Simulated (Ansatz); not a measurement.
# TiSb2: properties at the relaxed cell

An exercise on one series of results from a longer session: the logs are not shown, and one member is left open.

Method: DFT r2SCAN, scalar-relativistic, plane waves, PAW, in Ansatz 0.2.0.

### The system as given

It takes space group I4/mcm (No. 140, tetragonal). Conventional cell: a = 6.694 Å, b = 6.694 Å, c = 5.807 Å, α = 90.00°, β = 90.00°, γ = 90.00°. Around Ti (site symmetry 422) lie 2 Ti at 2.90 Å and 8 Sb at 2.93 Å. Sb (site symmetry m2m) has 1 Sb at 2.87 Å and 4 Ti at 2.93 Å as nearest neighbours.

Structure file:

```cif
data_structure
_symmetry_space_group_name_H-M 'P 1'
_symmetry_Int_Tables_number 1
_cell_length_a 5.5526
_cell_length_b 5.5526
_cell_length_c 5.5526
_cell_angle_alpha 105.867
_cell_angle_beta 105.867
_cell_angle_gamma 116.950
_cell_volume 130.08
loop_
_atom_site_label
_atom_site_type_symbol
_atom_site_fract_x
_atom_site_fract_y
_atom_site_fract_z
_atom_site_occupancy
Ti1 Ti 0.25000 0.25000 0.00000 1
Ti2 Ti 0.75000 0.75000 0.00000 1
Sb1 Sb 0.65178 0.15178 0.80356 1
Sb2 Sb 0.15178 0.34822 0.50000 1
Sb3 Sb 0.34822 0.84822 0.19644 1
Sb4 Sb 0.84822 0.65178 0.50000 1
```

It is the result of an earlier relaxation at this level (volume 21.68 Å³/atom; gap on the mesh: none (metal)).

Set-up of the first run:

Contents of input.yaml:

```yaml
crystal:
  lattice:
    - [-3.3129835602, 3.3129835602, 2.8739741947]
    - [3.3129835602, -3.3129835602, 2.8739741947]
    - [3.3129835602, 3.3129835602, -2.8739741947]
  atoms:
    - { symbol: Ti, position: [0.25, 0.25, 0.0] }
    - { symbol: Ti, position: [0.75, 0.75, 0.0] }
    - { symbol: Sb, position: [0.6517810978, 0.1517810978, 0.8035621956] }
    - { symbol: Sb, position: [0.1517810978, 0.3482189022, 0.5] }
    - { symbol: Sb, position: [0.3482189022, 0.8482189022, 0.1964378044] }
    - { symbol: Sb, position: [0.8482189022, 0.6517810978, 0.5] }
basis:
  ecutwfc: 500
kpoints:
  mp_grid: { grid: [8, 8, 8] }
hamiltonian:
  xc: r2scan
scf:
  occupations: { method: gaussian, width: 0.1 }
output:
  forces: true
  stress: true
  eigenvalues: true
relax:
  adjacent_minimum: "off"
  f_tol: 0.01
  max_steps: 30
  cell: { stress_tol: 0.1, fix: [volume] }
```

On the command line:

```sh
$ ansatz run input.yaml --threads 2 --pin off --max-ram 5120MiB --backend cpu --events-out ev --progress --plain --runs-dir out
```

Steps of the session up to this table: Point at V/V0 = 0.97; Point at V/V0 = 1.03; Volume × 0.94; Point at V/V0 = 1.06; The cell scaled to 0.91 of its volume; Point at V/V0 = 1.10; The cell scaled to 0.88 of its volume.

One of the session's tables, all rows but one given; the rest of the session is left out.

It belongs to the step «Fit of the equation of state». 

| volume (Å³/atom) | energy above the lowest point (meV/atom) | pressure (GPa) |
| --- | --- | --- |
| 19.078 | 114.8 | 15.87 |
| 19.729 | 60.9 | 10.88 |
| 20.379 | 25.6 | 6.65 |
| 21.030 | 6.1 | 3.07 |
| 21.680 | 0.0 | 0.02 |
| 22.330 | ? | ? |
| 22.981 | 20.2 | -4.74 |
| 23.848 | 52.7 | -7.14 |

Q: Estimate the row for volume (Å³/atom) = 22.330 from the others.

Worked estimate for «energy above the lowest point (meV/atom)». A straight line through the neighbours (21.680, 0.0) and (22.981, 20.2) gives 0.0 + (20.2 − 0.0) × (22.330 − 21.680) / (22.981 − 21.680) = 10.1; a parabola fitted to 4 rows on both sides gives 5.4.

The run gave: energy above the lowest point (meV/atom): 5.3; pressure (GPa): -2.56. In «energy above the lowest point (meV/atom)» the line misses by +4.8 and the parabola by +0.1.
